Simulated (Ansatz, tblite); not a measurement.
B2AsN: GFN2-xTB, run from Python

These are simulated results from tblite 0.8.0, not measurements. The cell was built from a prototype and was relaxed with r2SCAN in plane waves (Ansatz 0.2.0). It may be hypothetical. All runs are without spin polarisation.

The symmetry is I-42d (No. 122, tetragonal); a = 4.242 Å, c = 8.307 Å in the conventional setting, 9.34 Å³ an atom. N is surrounded by 4 B at 1.66 Å; B is surrounded by 2 N at 1.66 Å and 2 As at 2.03 Å; As is surrounded by 4 B at 2.03 Å.

tblite solves periodic systems at the zone centre alone, so the script builds a cluster of 2×2×1 conventional cells (64 atoms), which folds in a coarse mesh of k points.

Input script:

```python
import json
from ase import Atoms
from ase.build import make_supercell
from ase.units import Bohr, GPa, Hartree
from tblite.interface import Calculator

atoms = Atoms(['N', 'B', 'N', 'B', 'As', 'B', 'As', 'B'],
              cell=[[-2.12115339, 2.12115339, 4.15339371], [2.12115339, -2.12115339, 4.15339371], [2.12115339, 2.12115339, -4.15339371]],
              scaled_positions=[[0.0, 0.0, 0.0], [0.625, 0.700134999, 0.575134999], [0.25, 0.75, 0.5], [0.950134999, 0.375, 0.075134999], [0.5, 0.5, 0.0], [0.125, 0.049865001, 0.424865001], [0.75, 0.25, 0.5], [0.299865001, 0.875, -0.075134999]],
              pbc=True)
cluster = make_supercell(atoms, [[0, 2, 2], [2, 0, 2], [1, 1, 0]])
calc = Calculator('GFN2-xTB', cluster.numbers, cluster.positions / Bohr, lattice=cluster.cell[:] / Bohr, periodic=cluster.pbc)
calc.set('temperature', 0.02 / Hartree)
calc.set('max-iter', 150)
res = calc.singlepoint()
levels = res.get('orbital-energies') * Hartree
nv = round(res.get('orbital-occupations').sum() / 2)
cells = len(cluster) // len(atoms)
out = {'energy_per_cell': res.get('energy') * Hartree / cells, 'homo': levels[nv - 1], 'lumo': levels[nv],
       'stress': (-res.get('virial') * Hartree / cluster.get_volume() / GPa).tolist(), 'charges': res.get('charges')[:len(atoms)].tolist(), 'electrons': 2 * nv / cells}
json.dump(out, open('results.json', 'w'))
for key, value in out.items():
    print(key, value)
```

Command: `python run.py`. It took 6.9 s on 1 thread of Arm Neoverse V2, with other jobs on the host, peak memory 0.11 GiB.

The log:

```
------------------------------------------------------------
  cycle        total energy    energy error   density error
------------------------------------------------------------
      1     -121.3717078773  -1.2196849E+02   4.0047267E-01
      2     -122.8397214218  -1.4680135E+00   2.7460773E-01
      3     -120.8547519552   1.9849695E+00   1.7358790E-01
      4     -123.3928298369  -2.5380779E+00   9.1948135E-02
      5     -124.1599739843  -7.6714415E-01   1.6710950E-02
      6     -124.1627629562  -2.7889719E-03   8.4719622E-03
      7     -124.1632700077  -5.0705145E-04   3.5467273E-03
      8     -124.1630966889   1.7331877E-04   3.6127788E-03
      9     -124.1643668990  -1.2702101E-03   7.0682193E-04
     10     -124.1644027478  -3.5848816E-05   4.1336952E-04
     11     -124.1644175747  -1.4826945E-05   1.3584684E-04
     12     -124.1644188262  -1.2514911E-06   8.5387629E-05
     13     -124.1644195796  -7.5334378E-07   1.6807589E-05
------------------------------------------------------------

 total:                                   6.384 sec
energy_per_cell -422.33574395883517
homo -9.680685650888448
lumo -5.999118642162715
stress [[7.118478993834046, -4.4817722308417766e-06, -2.2949240155092076e-06], [-4.481772230543645e-06, 7.118481496771104, -2.839321506403822e-06], [-2.294924015448343e-06, -2.8393215061954964e-06, 5.916022127194648]]
charges [-0.34083256167927933, 0.31834185231510803, -0.3408354990681701, 0.3183406765022394, -0.29582741034484894, 0.31833437296916456, -0.2958317670129297, 0.3183396230124238]
electrons 32.0
```

The cycle table is in hartree for the whole cluster, and the lines after it are in eV (the energy for one cell). The printed stress is in GPa and positive in compression, and the pressure is its mean diagonal.

GFN2-xTB gives a gap of 3.68 eV. On the same cell, plane-wave PBE (Ansatz, 8×8×8 k points and the special points) gives a gap of 2.07 eV and r2SCAN a gap of 2.41 eV; on shared hosts these took about 19 and 40 core-seconds on the 8-atom cell, against 6.9 for the script. Semilocal gaps usually lie below measured ones. xTB was fitted to molecules, so gaps, charges and pressures of solids can be far off, and the gap also depends on the size of the cluster.

The same script was run on cells scaled at fixed shape and fractional coordinates:

| volume (Å³/atom) | energy (meV/atom) | pressure (GPa, positive in compression) | gap (eV) |
| --- | --- | --- | --- |
| 8.22 | 161.7 | 43.14 | 4.52 |
| 8.78 | 49.3 | 22.11 | 4.05 |
| 9.34 | 0.0 | 6.72 | 3.68 |
| 9.90 | -2.9 | -4.67 | 3.39 |
| 10.46 | 29.0 | -13.08 | 3.16 |

A Birch-Murnaghan fit puts the minimum at 9.66 Å³/atom, 3.3 % above the given cell, with a bulk modulus of 193 GPa at fixed shape.

xTB was fitted mostly to molecules, and a small cluster samples few k points, so gaps, pressures and kinks along a curve can be far from a solid's.

Spin-orbit coupling is left out.
